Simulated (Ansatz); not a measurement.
**C4H2F4: up Jacob's ladder to CCSD(T)**

How much do the methods differ for C4H2F4? The plan is to run it at one geometry with functionals of several rungs and with coupled cluster. The yardstick is the atomisation energy at the CCSD(T) limit.

Computed with Ansatz 0.2.0, Gaussian basis. Level: functionals in def2-TZVPP, the program's frozen cores in correlated methods.

The runs, in order: LDA (SPW92), PBE-D4, revPBE-D4, BLYP-D4, r2SCAN-D4, B97M-V, PBE0-D4, B3LYP-D4, r2SCANh-D4, r2SCAN0-D4, HSE06-D4, BHLYP-D4, CAM-B3LYP-D4, LC-ωPBE, ωB97X-V, ωB97M-V, B2PLYP, PBE-QIDH; CCSD(T)/def2-SVP; CCSD(T)/def2-TZVPP; MP2/def2-QZVPP; extrapolation to the limit; RPA on PBE.

### Step 1. Structure used throughout

All runs share one geometry, relaxed beforehand with PBE0-D4 in a triple-zeta def2 set.

SMILES `FC(F)=CC=C(F)F`, 10 atoms, charge 0, spin multiplicity 1.

Atoms are counted from 1 here; the program's logs count them from 0.

Bond lengths: F1–C2 1.312 Å, C2–F3 1.314 Å, C2–C4 1.324 Å, C4–C5 1.443 Å, C4–H9 1.081 Å, C5–C6 1.324 Å, C5–H10 1.081 Å, C6–F7 1.314 Å, C6–F8 1.312 Å. Angles: F1–C2–F3 110.3°, F1–C2–C4 124.6°, F3–C2–C4 125.1°, C2–C4–C5 123.1°, C2–C4–H9 116.7°, C5–C4–H9 120.2°, C4–C5–C6 123.1°, C4–C5–H10 120.2°, C6–C5–H10 116.7°, C5–C6–F7 125.1°, C5–C6–F8 124.6°, F7–C6–F8 110.3°.

### Step 2. LDA

This LDA is Slater exchange with PW92 correlation.

in.yaml reads:

```yaml
crystal:
  periodic: [false, false, false]
  atoms:
    - {symbol: F, position_ang: [-1.715516, 1.506870, 1.909841]}
    - {symbol: C, position_ang: [-0.657343, 0.890497, 1.439337]}
    - {symbol: F, position_ang: [0.313110, 0.910509, 2.325258]}
    - {symbol: C, position_ang: [-0.582903, 0.329964, 0.242112]}
    - {symbol: C, position_ang: [0.599491, -0.340115, -0.241541]}
    - {symbol: C, position_ang: [0.673961, -0.900717, -1.438731]}
    - {symbol: F, position_ang: [-0.296441, -0.920759, -2.324707]}
    - {symbol: F, position_ang: [1.732162, -1.517109, -1.909152]}
    - {symbol: H, position_ang: [-1.465062, 0.393146, -0.380097]}
    - {symbol: H, position_ang: [1.481642, -0.403286, 0.380680]}
basis:
  gaussian: {orbitals: def2-TZVPP}
hamiltonian: {xc: lda}
output: {orbitals: {seedname: orbitals}}
```

Launch:

```sh
ansatz run in.yaml --threads 4 --pin off --events-out ev --progress --plain --max-ram 11315MiB
```

Further steps of the session: PBE-D4 (GGA); revPBE-D4 (GGA); BLYP-D4 (GGA); r2SCAN-D4 (meta-GGA); B97M-V (meta-GGA); PBE0-D4 (hybrid); B3LYP-D4 (hybrid); r2SCANh-D4 (hybrid); r2SCAN0-D4 (hybrid); HSE06-D4 (hybrid); BHLYP-D4 (hybrid); CAM-B3LYP-D4 (range-separated); LC-ωPBE (range-separated); ωB97X-V (range-separated); ωB97M-V (range-separated); B2PLYP (double hybrid); PBE-QIDH (double hybrid); CCSD(T) in def2-SVP; CCSD(T) in def2-TZVPP; MP2 in def2-QZVPP; RPA on PBE orbitals.

Before running them: what should the planned runs give, taken together? Wanted: atomisation energy, CCSD(T)/CBS; farthest beyond LDA; mean size of error, GGA; mean size of error, meta-GGA; mean size of error, hybrid; mean size of error, range-separated; mean size of error, double hybrid; gap, smallest and largest; T1 diagnostic.

**Answer**, as computed:

| quantity | value |
| --- | --- |
| atomisation energy, CCSD(T)/CBS | 4388.4 kJ/mol |
| functionals within 21.9 kJ/mol (0.5 %) | B3LYP-D4, r2SCANh-D4, PBE-QIDH |
| farthest beyond LDA | PBE-D4 (+270.9 kJ/mol) |
| mean size of error, GGA | 145.4 kJ/mol |
| mean size of error, meta-GGA | 55.9 kJ/mol |
| mean size of error, hybrid | 84.4 kJ/mol |
| mean size of error, range-separated | 45.4 kJ/mol |
| mean size of error, double hybrid | 16.8 kJ/mol |
| gap, smallest and largest | 4.04 eV (LDA (SPW92)), 10.95 eV (LC-ωPBE) |
| T1 diagnostic | 0.0128 |
| triples share of the correlation energy | 3.7 % |

What this shows: The LDA atomisation energy is off by 966.0 kJ/mol (22 %): it overbinds. PBE-D4 misses by +270.9 kJ/mol. Double hybrids carry the basis error of their MP2 part in triple zeta, and no dispersion term here, so their miss is partly the set-up's. By mean error the best rung here is double hybrid (16.8 kJ/mol) and the worst beyond LDA is GGA (145.4 kJ/mol). The reference freezes the cores and leaves out relativity and excitations past (T), so misses under about 21.9 kJ/mol can't be ranked. Hartree-Fock recovers 69 % of the binding; the rest is correlation. CCSD(T) in def2-SVP is off by -181.9 kJ/mol, worse than the median functional, from the basis alone. Orbital gaps span 4.0 to 11.0 eV; exact exchange widens them. The restricted reference is unstable towards a spin-broken one.
